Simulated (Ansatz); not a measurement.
# Tb3SiTe: the cost of one run

Method: DFT PBE, scalar-relativistic, plane waves, PAW; 4f electrons in the core of a trivalent norm-conserving potential, in Ansatz 0.2.0.

### 1 The starting structure

It takes space group P4mm (No. 99, tetragonal). Conventional cell: a = 4.927 Å, b = 4.927 Å, c = 5.190 Å, α = 90.00°, β = 90.00°, γ = 90.00°. Tb (site symmetry 4mm) has 2 Si at 2.52 to 2.67 Å and 4 Tb at 2.69 Å in its first shell of neighbours. Around Tb (site symmetry 2mm) lie 2 Te at 2.48 Å and 2 Tb at 2.69 Å. Si (site symmetry 4mm) is surrounded by 2 Tb at 2.52 to 2.67 Å. Around Te (site symmetry 4mm) lie 4 Tb at 2.48 Å.

Structure file:

```
Tb Si Te
1.0
     4.92700    0.00000    0.00000
     0.00000    4.92700    0.00000
     0.00000    0.00000    5.18968
Tb Si Te
3 1 1
Cartesian
  2.4635 2.4635 3.6256
  2.4635 0.0000 2.5414
  0.0000 2.4635 2.5414
  2.4635 2.4635 0.9571
  0.0000 0.0000 2.2325
```

A structure generator made this guess: random cell by space group and Wyckoff sites (P4mm, No. 99). The dimensions are guesses.

### 2 Probe: one point on a coarse mesh

Contents of input.yaml:

```yaml
crystal:
  lattice:
    - [4.92700126, 0.0, 0.0]
    - [0.0, 4.92700126, 0.0]
    - [0.0, 0.0, 5.18968067]
  atoms:
    - { symbol: Tb, position: [0.5, 0.5, 0.69862093] }
    - { symbol: Tb, position: [0.5, 0.0, 0.48970741] }
    - { symbol: Tb, position: [0.0, 0.5, 0.48970741] }
    - { symbol: Si, position: [0.5, 0.5, 0.18441834] }
    - { symbol: Te, position: [0.0, 0.0, 0.43017833] }
basis:
  ecutwfc: 690
kpoints:
  mp_grid: { grid: [4, 4, 4] }
hamiltonian:
  xc: pbe
  pseudopotentials:
    kind: paw
    azcp: { Tb: "pseudopotentials/pbe/nc/lanthanide_3plus/Tb.nc.azcp" }
scf:
  occupations: { method: gaussian, width: 0.1 }
  lower_state_search: "off"
output:
  forces: true
  stress: true
  eigenvalues: true
```

Started as:

```console
> ansatz run input.yaml --threads 1 --pin off --max-ram 2560MiB --backend cpu --events-out ev --progress --plain --runs-dir out
```

What time and memory should one allow on 1 thread of Arm Neoverse V2, shared host?

About 12 s, with a peak of 0.42 GiB.
